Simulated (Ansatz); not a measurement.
**LaTe: how the settings move a relaxation**

Aim: see which settings change the result for LaTe, by how much, and at what cost.

Program: Ansatz 0.2.0. Level of theory: reference: DFT, PBEsol, PAW with Ansatz's default frozen-core files, scalar-relativistic; relaxation of cell and atoms. These are calculated values, not measurements.

1 further run of the same task is left out (set aside as unsound or not needed).

## Step 1: Starting point

Symmetry: Fm-3m, No. 225, cubic system. The conventional cell has a = 6.392 Å, b = 6.392 Å, c = 6.392 Å, α = 90.00°, β = 90.00°, γ = 90.00°. Around La (site symmetry m-3m) lie 6 Te at 3.20 Å. Around Te (site symmetry m-3m) lie 6 La at 3.20 Å.

As a file:

```cif
data_structure
_symmetry_space_group_name_H-M 'Fm-3m'
_symmetry_Int_Tables_number 225
_cell_length_a 6.3916
_cell_length_b 6.3916
_cell_length_c 6.3916
_cell_angle_alpha 90.000
_cell_angle_beta 90.000
_cell_angle_gamma 90.000
_cell_volume 261.11
loop_
_atom_site_label
_atom_site_type_symbol
_atom_site_symmetry_multiplicity
_atom_site_Wyckoff_symbol
_atom_site_fract_x
_atom_site_fract_y
_atom_site_fract_z
_atom_site_occupancy
La1 La 4 a 0.00000 0.00000 0.00000 1
Te1 Te 4 b 0.50000 0.00000 0.00000 1
```

## Step 2: Baseline

input.yaml

```yaml
crystal:
  lattice:
    - [0.0, 3.19580466803, 3.19580466803]
    - [3.19580466803, 0.0, 3.19580466803]
    - [3.19580466803, 3.19580466803, 0.0]
  atoms:
    - { symbol: La, position: [0.0, 0.0, 0.0] }
    - { symbol: Te, position: [0.5, 0.5, 0.5] }
kpoints:
  mp_grid: { grid: [12, 12, 12] }
scf:
  occupations: { method: fermi_dirac, width: 0.05 }
hamiltonian:
  xc: pbesol
  pseudopotentials: { kind: paw }
relax:
  f_tol: 0.002
  max_steps: 80
  cell: { p_target: 5 }
output:
  forces: true
  stress: true
  write_density: true
  write_potential: true
  elf: true
  volumetric_format: npy
```

Launch:

```sh
$ ansatz run input.yaml --threads 1 --pin off --max-ram 2560MiB --backend cpu --events-out ev --progress --plain --runs-dir out
```

Excerpt of the output:

```text
[...]
Basis set: ecut = 420 eV, 1243 PW (Γ), exchange–correlation on 64×64×64 points (8 copies of the dense FFT grid, shifted against one another)
[...]
k-points: 72 of 1728
[...]
SCF iter   1: F=—  HF=-13066.004788 eV  |F-HF|=—  |Δ(HF+E_count)|=         —  Δρ=2.33e-3  dr2=5.06e-3  ethr=1.77e-3  ⟨swp⟩=5.9  Hψ=6110  notcnv=0
preconditioner: auto → Kerker (q_TF=auto, 2.355 Å⁻¹)  [metal: Δε(μ)=0.035 eV  Ē_g=11.087 eV  σ=0.050 eV  W_gap=0.17  n_scr=14 (ndim 8)  ℏωp=17.8 eV  f_vac=0.000  D(μ)=1.16/eV (n_scr^D=8)]
SCF iter   2: F=—  HF=-13066.002100 eV  |F-HF|=—  |Δ(HF+E_count)|=   2.69e-3  Δρ=1.37e-3  dr2=1.81e-3  ethr=1.87e-5  ⟨swp⟩=2.0  Hψ=2808  notcnv=0
[...]
relax step   1: F+E_penalty+E_count = -13066.00171279 eV  Δ(F+E_penalty+E_count) = +0.000e0 eV  max|allowed force component| = 9.302e-30 eV/Å  Δτ_max = 0.0000 Å  P = -0.038 GPa  Ω = 65.279 Å³  (7 SCF iters, dr2 threshold 1.00e-7 eV, accepted)
[...]
Basis set: ecut = 420 eV, 1067 PW (Γ), exchange–correlation on 64×64×64 points (8 copies of the dense FFT grid, shifted against one another)
[...]
relax step   2: F+E_penalty+E_count = -13065.67195959 eV  Δ(F+E_penalty+E_count) = +3.298e-1 eV  max|allowed force component| = 5.160e-30 eV/Å  Δτ_max = 0.0000 Å  P = +13.215 GPa  Ω = 56.029 Å³  energy of the carried Pulay correction = +9.260e-4 eV  (7 SCF ite
[...]
relax step   3: F+E_penalty+E_count = -13065.95410777 eV  Δ(F+E_penalty+E_count) = +4.761e-2 eV  max|allowed force component| = 4.904e-29 eV/Å  Δτ_max = 0.0000 Å  P = +4.260 GPa  Ω = 61.424 Å³  energy of the carried Pulay correction = +3.694e-4 eV  (9 SCF iter
[...]
relax step   4: F+E_penalty+E_count = -13065.93616431 eV  Δ(F+E_penalty+E_count) = +1.794e-2 eV  max|allowed force component| = 9.269e-30 eV/Å  Δτ_max = 0.0000 Å  P = +5.089 GPa  Ω = 60.807 Å³  energy of the carried Pulay correction = +4.307e-4 eV  (5 SCF iter
[...]
relax step   5: F+E_penalty+E_count = -13065.93814208 eV  Δ(F+E_penalty+E_count) = -1.978e-3 eV  max|allowed force component| = 1.065e-29 eV/Å  Δτ_max = 0.0000 Å  P = +5.003 GPa  Ω = 60.870 Å³  energy of the carried Pulay correction = +4.244e-4 eV  (3 SCF iter
Basis set: ecut = 420 eV, 1243 PW (Γ), exchange–correlation on 60×60×60 points (8 copies of the dense FFT grid, shifted against one another)
[...]
SCF iter   5: F=—  HF=-13065.937713 eV  |F-HF|=—  |Δ(HF+E_count)|=  6.55e-11  Δρ=1.77e-7  dr2=2.46e-11  ethr=1.00e-12  ⟨swp⟩=2.5  Hψ=2263  notcnv=0
SCF iter   6: F=-13065.937713 eV  HF=-13065.937713 eV  |F-HF|=3.64e-12  |Δ(HF+E_count)|=  5.46e-12  Δρ=4.08e-8  dr2=1.43e-12  ethr=1.00e-12  ⟨swp⟩=5.9  Hψ=5747  notcnv=0
[...]
relax step   6: F+E_penalty+E_count = -13065.93771333 eV  Δ(F+E_penalty+E_count) = +4.287e-4 eV  max|allowed force component| = 1.170e-29 eV/Å  Δτ_max = 0.0000 Å  P = +5.003 GPa  Ω = 60.870 Å³  stress off target by 2.78e-3 GPa  SCF on the basis re-selected at 
[...]
SCF converged after 6 iterations
Free energy (F): -13065.937713 eV
[...]
E sigma→0 (E₀):  -13065.933233 eV
[...]
Fermi energy:    12.601093 eV
[...]
  P = ⅓ Tr σ = 5.0028 GPa (50.028 kbar)
[...]
--- Relaxed structure (5 steps of the walk, 4 accepted, 1 SCFs on fresh bases) ---
[...]
```

Wall time 19 s (1 thread of Intel Xeon 6975P-C (Granite Rapids), shared host); peak memory 0.48 GiB.

## Step 3: Changing settings: occupations.method tetrahedron_uncorrected, eigensolver.kind davidson, dispersion d3bjatm, basis.precision f64, width left out

input.yaml, as its differences from that of step 2:

```diff
@@ -11,3 +11,4 @@
 scf:
-  occupations: { method: fermi_dirac, width: 0.05 }
+  occupations: { method: tetrahedron_uncorrected }
+  eigensolver: { kind: davidson }
 hamiltonian:
@@ -15,2 +16,3 @@
   pseudopotentials: { kind: paw }
+  dispersion: d3bjatm
 relax:
@@ -22,5 +24,3 @@
   stress: true
-  write_density: true
-  write_potential: true
-  elf: true
-  volumetric_format: npy
+basis:
+  precision: f64
```

Launch:

```sh
$ ansatz run input.yaml --threads 1 --pin off --max-ram 2560MiB --backend cpu --events-out ev --progress --plain --runs-dir out
```

The program printed, shortened:

```text
Warning: relax: with tetrahedron occupations the Hellmann–Feynman forces and the energy need not agree along the walk (scf.occupations.method in the input reference, under Limitations); prefer a smearing scheme for the relaxation and re-run the relaxed geometry with tetrahedron [...]
Pseudopotentials: kind: paw
Pseudopotential: La, paw, valence charge 11, recommended cutoff 420 eV (normal), La.paw.azcp
Pseudopotential: Te, paw, valence charge 16, recommended cutoff 420 eV (normal), Te.paw.azcp
Functional definition: PBEsol
[...]
davidson cushion auto → on  (no smearing: the cushion is to keep the highest requested band from converging to the state above it; pin scf.eigensolver.cushion to override)
Crystal: 2 atoms, lattice volume = 65.279 Å³
Basis set: ecut = 420 eV, 1243 PW (Γ), exchange–correlation on 64×64×64 points (8 copies of the dense FFT grid, shifted against one another)
Bands: 18, of which v1, the nominal top of the filled ones, is band 14 counted from 1 (13 counted from 0)
Symmetry: 48 space group operations
Space group: Fm-3m (ITA 225), of the structure as read, at distance tolerance 4.0e-5 Å
k-points: 72 of 1728
[...]
SCF iter   1: F=—  HF=-13066.914923 eV  |F-HF|=—  |Δ(HF+E_count)|=         —  Δρ=2.05e-3  dr2=3.76e-3  ethr=1.77e-3  ⟨swp⟩=6.2  Hψ=6241  notcnv=0
[...]
relax step   1: F+E_penalty+E_count = -13066.91564553 eV  Δ(F+E_penalty+E_count) = +0.000e0 eV  max|allowed force component| = 1.433e-29 eV/Å  Δτ_max = 0.0000 Å  P = -2.233 GPa  Ω = 65.279 Å³  (6 SCF iters, dr2 threshold 1.00e-7 eV, accepted)
[...]
relax step   6: F+E_penalty+E_count = -13066.87470581 eV  Δ(F+E_penalty+E_count) = +6.087e-4 eV  max|allowed force component| = 3.369e-30 eV/Å  Δτ_max = 0.0000 Å  P = +4.998 GPa  Ω = 59.080 Å³  stress off target by 2.06e-3 GPa  SCF on the basis re-selected at this cell (its energy is not [...]
SCF converged after 6 iterations
Free energy (F): -13066.874706 eV
[...]
E sigma→0 (E₀):  -13066.874706 eV
Entropy (-TS):   -0.000011 eV (-0.005 meV/atom)
Fermi energy:    13.025053 eV
[...]
--- Forces (eV/Å), atoms counted from 1 ---
  atom   1  La     0.00000000    -0.00000000     0.00000000
  atom   2  Te    -0.00000000    -0.00000000     0.00000000
[...]
--- Stress (GPa, compression-positive) ---
        4.997943       0.000000      -0.000000
        0.000000       4.997943       0.000000
       -0.000000       0.000000       4.997943
  P = ⅓ Tr σ = 4.9979 GPa (49.979 kbar)
--- Band table (eV; the first three rows and the last of 72) ---
  k-point 0: bands = ["-24.3379", "-24.3379", "-24.3061", "-24.3061", "-24.3061", "-19.9860", "-3.6687", "-3.6687", "-3.6687", "0.4573", "10.8268", "10.8268", "10.8268", "12.9598", "12.9598", "12.9598", "13.7990", "13.7990"]
[...]
--- Relaxed structure (5 steps of the walk, 5 accepted, 1 SCFs on fresh bases) ---
  F+E_penalty+E_count = -13066.87470581 eV   max|allowed force component| = 3.369e-30 eV/Å   (the final SCF, on the basis selected at the relaxed cell)
  cell:  # Å, volume = 59.0797 Å³
    - [1.4848232555997588e-33, 3.0912635187384296, 3.0912635187384296]
    - [3.0912635187384296, 2.6503896098470695e-33, 3.0912635187384296]
    - [3.0912635187384296, 3.0912635187384296, 1.6368882655677086e-33]
  atoms:
    - { symbol: La, position: [-8.788546633206601e-36, 1.0044053295093254e-35, 1.0044053295089758e-35] }
    - { symbol: Te, position: [0.5, 0.5, 0.5] }
```

It took 23 s on 1 thread of Intel Xeon 6975P-C (Granite Rapids), shared host; peak memory 0.46 GiB.

Changing the smearing, solver, dispersion term and arithmetic precision moves the energy by -470.7 meV/atom (σ→0 values), and the final volume goes from 60.87 to 59.08 Å³.

## Step 4: Variant: occupations.width 0.1, chi_scale 0.3, spin_polarized true

input.yaml, as its differences from that of step 2:

```diff
@@ -11,3 +11,4 @@
 scf:
-  occupations: { method: fermi_dirac, width: 0.05 }
+  occupations: { method: fermi_dirac, width: 0.1 }
+  initial_density: { chi_scale: 0.3 }
 hamiltonian:
@@ -22,5 +23,3 @@
   stress: true
-  write_density: true
-  write_potential: true
-  elf: true
-  volumetric_format: npy
+magnetization:
+  spin_polarized: true
```

Launch:

```sh
$ ansatz run input.yaml --threads 1 --pin off --max-ram 2560MiB --backend cpu --events-out ev --progress --plain --runs-dir out
```

The program printed, shortened:

```text
[...]
[... 4 set-up lines as earlier in the session ...]
[...]
Crystal: 2 atoms, lattice volume = 65.279 Å³
Basis set: ecut = 420 eV, 1243 PW (Γ), exchange–correlation on 64×64×64 points (8 copies of the dense FFT grid, shifted against one another)
Bands: 18, of which v1, the nominal top of the filled ones, is band 14 counted from 1 (13 counted from 0)
[... 2 set-up lines as earlier in the session ...]
k-points: 72 of 1728
[...]
Fermi energy:    12.576278 eV
[...]
--- Forces (eV/Å), atoms counted from 1 ---
  atom   1  La    -0.00000000     0.00000000    -0.00000000
  atom   2  Te     0.00000000     0.00000000    -0.00000000
[...]
--- Stress (GPa, compression-positive) ---
        5.002768       0.000000       0.000000
        0.000000       5.002768       0.000000
        0.000000       0.000000       5.002768
  P = ⅓ Tr σ = 5.0028 GPa (50.028 kbar)
--- Relaxed structure (5 steps of the walk, 4 accepted, 1 SCFs on fresh bases) ---
  F+E_penalty+E_count = -13065.95320318 eV   max|allowed force component| = 5.769e-30 eV/Å   (the final SCF, on the basis selected at the relaxed cell)
  cell:  # Å, volume = 60.9118 Å³
    - [1.9871950927326586e-33, 3.122893898529402, 3.122893898529402]
    - [3.122893898529402, 1.528611609965299e-33, 3.122893898529402]
    - [3.122893898529402, 3.122893898529402, 4.738695990592899e-33]
  atoms:
    - { symbol: La, position: [1.1504407319561206e-46, -1.0762187492492742e-46, -1.481584962494359e-46] }
    - { symbol: Te, position: [0.5, 0.5, 0.5] }
```

Wall time 25 s (1 thread of Intel Xeon 6975P-C (Granite Rapids), shared host); peak memory 0.53 GiB.

With the changed smearing, start and spin polarisation the energy stays within 0.5 meV/atom: no moment was seeded, so none could form, and both runs end non-magnetic.

## Step 5: Side by side

```
                                                                                                                              run     ending                                           energy change  pressure (GPa)  gap (eV)  force (eV/Å)  cycles  time
                                                                                                                        reference  converged                                                       0             5.0      0.00          0.00      37  19 s
1: occupations.method tetrahedron_uncorrected, eigensolver.kind davidson, dispersion d3bjatm, basis.precision f64, width left out  converged  -470.7 meV/atom (σ→0) (offset of the dispersion model)             5.0      0.00          0.00      32  23 s
                                                                     2: occupations.width 0.1, chi_scale 0.3, spin_polarized true  converged                                     -0.2 meV/atom (σ→0)             5.0      0.00          0.00      47  25 s
```

Times don't compare one to one where runs were asked for different outputs or read a saved state (see the inputs); cycles may leave out searches for a lower state.

What this shows: «occupations.width 0.1, chi_scale 0.3, spin_polarized true» moves the energy by -0.2 meV/atom.
